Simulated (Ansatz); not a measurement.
# One input on several machines: LDA molecular dynamics, a 1×1×2 supercell of LuSi2Ru2 (I4/mmm)

All times were clocked for whole runs of Ansatz 0.2.0, start-up included, one run at a time with no other job on the machine: an Arm Neoverse N1 node (56 of its 64 cores, memory capped at 64 GiB); a node with four NVIDIA GB200 cards and 144 Grace (Neoverse V2) cores; a node with eight NVIDIA H100 80GB cards and 96 AMD EPYC 7R13 cores; an Intel Xeon 6975P-C node (Granite Rapids, 96 cores, 192 hardware threads, 360 GiB). Times and memory are rounded to two significant figures, and ratios are formed from the unrounded values. A row is a single run, so small differences between rows aren't established. System services beside the runs took up to 5 cores (rounded up). Runs with a thread on every core shared the cores with them. The input types precision: f64 in place of the program's default, which can work at lower precision in parts of a run, so these times needn't be those of default runs. Card memory is the largest of readings taken every 0.4 s, so short peaks can be missed, and it isn't given for runs under about 3 s. It shows what a run took, which needn't be the least that it can run in: the program holds more work at once where threads and free memory allow.

Commands are shown without the flags for output files and display.

The PAW files were made with PBE. For this functional the program regenerates the frozen cores at set-up.

| Item | Value |
| --- | --- |
| atoms | 10 |
| valence electrons | 130 |
| cell volume | 161.1 Å³ |
| cutoff (chosen by the program) | 420 eV |
| k mesh | 7×7×5 |
| k points solved | 123 |
| symmetry operations used (translations within a supercell counted) | 1 |
| plane waves at Γ | 3133 |
| dense FFT grid | 40×40×75 |
| bands at the start | 78 |
| spin | none |
| first density | atoms corrected by the program's trained network |

Input:

```yaml
crystal:
  lattice:
    - [-2.072134, 2.072134, 4.689078]
    - [2.072134, -2.072134, 4.689078]
    - [4.144268, 4.144268, -9.378156]
  atoms:
    - { symbol: Lu, position: [0.000000, 0.000000, 0.000000] }
    - { symbol: Si, position: [0.630628, 0.630628, 0.000000] }
    - { symbol: Si, position: [0.369372, 0.369372, 0.000000] }
    - { symbol: Ru, position: [0.250000, 0.750000, 0.250000] }
    - { symbol: Ru, position: [0.750000, 0.250000, 0.250000] }
    - { symbol: Lu, position: [0.000000, 0.000000, 0.500000] }
    - { symbol: Si, position: [0.630628, 0.630628, 0.500000] }
    - { symbol: Si, position: [0.369372, 0.369372, 0.500000] }
    - { symbol: Ru, position: [0.250000, 0.750000, 0.750000] }
    - { symbol: Ru, position: [0.750000, 0.250000, 0.750000] }
kpoints:
  mp_grid: { grid: [7, 7, 5] }
basis: { precision: f64 }
hamiltonian:
  xc: lda
scf:
  occupations: { method: gaussian, width: 0.05 }
md: { ensemble: nvt_langevin, temperature: 500, timestep: 1.0, n_steps: 15, initial_velocities: maxwell_boltzmann, seed: 1 }
```

```csv
machine share,command,wall time,SCF clock,outside it,CPU time,SCF iterations,steps logged,threads,the cards share,host memory (GiB),fullest card (GiB)
1 × GB200,ansatz run input.yaml --backend cuda --devices 1,17 s,16 s,1.4 s,3.0 min,108,16,72,,2.0,13
1 × H100,ansatz run input.yaml --backend cuda --devices 1,22 s,20 s,2.2 s,2.4 min,108,16,48,,1.5,13
2 × GB200,ansatz run input.yaml --backend cuda --devices 2,14 s,11 s,2.3 s,3.5 min,108,16,2×72,k points,2.6,6.9
"96 threads, Xeon 6975P-C",ansatz run input.yaml --backend cpu,25 s,24 s,0.81 s,35 min,107,16,96,,6.0,
```

The SCF clock is the program's own. It runs from the start of the first SCF loop to the final result and holds forces, stress, later SCFs and response steps. Outside it lie start-up, exit and the set-up ahead of the first loop, which depends on the cell and the method.

SCF iterations are those that the program logged, summed over all steps and exchange cycles of a run; an SCF made in search of a lower state can go uncounted. Steps are those that the program logged, the start of a trajectory included. For molecular dynamics the program switches the space group off, so only time reversal reduces the mesh.

Threads written as a×b are a pools of b host workers, as the log lists them; the log's own count of threads can differ.

The runs on cards also kept host threads busy (see the CPU time), so differences between cards can come from their hosts too.

Among these rows the slowest by wall time (96 threads, Xeon 6975P-C) takes 1.8 times as long as the fastest (2 × GB200). Up to 17 % of a wall time lies outside the SCF clock (2 × GB200), so the wall times show the speed at the clocked work only in part. On the SCF clock alone the slowest (96 threads, Xeon 6975P-C) takes 2.1 times as long as the fastest (2 × GB200).

**Question.** How long does the same input take on 56 threads, Neoverse N1 (taskset -c 8-63 ansatz run input.yaml --backend cpu --max-ram 64GiB)?

**Answer.** 2.1 min, in 107 SCF iterations, 5.0 times the time on 96 threads, Xeon 6975P-C; peak host memory 3.8 GiB.
